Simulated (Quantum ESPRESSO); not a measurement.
**Si: zone-centre phonons under several settings**

```xyz
2
Lattice="0.0000 2.7150 2.7150 2.7150 0.0000 2.7150 2.7150 2.7150 0.0000" Properties=species:S:1:pos:R:3 pbc="T T T"
Si    0.0000    0.0000    0.0000
Si    1.3575    1.3575    1.3575
```

All runs used Quantum ESPRESSO 7.5; k mesh 8 × 8 × 8; relaxed cell; no spin polarisation; cutoff 612 eV; occupations smeared at first, fixed for the response.

```tsv
level	potentials	volume (Å³/atom)	lowest optical mode without the field (cm⁻¹)	sum of the Born charges (e)
LDA	GBRV 1.5 LDA	19.69	514	-0.19
PBE	GBRV 1.5 PBE	?	?	?
```

What stands in the row left open?

Volume 20.44 Å³/atom; lowest optical mode without the field 503 cm⁻¹; sum of the Born charges -0.17 e.

Caveats: on a mesh that holds Γ this program's dielectric tensor can be off by some percent beyond the error of the mesh.

For the row left open. Caveat: the mesh is thin for the dielectric tensor, Born charges and intensities, which usually come out too large; on a mesh that holds Γ this program's dielectric tensor can be off by some percent beyond the error of the mesh; the Born charges break their sum rule by 0.17 e, a sign of too thin a mesh.
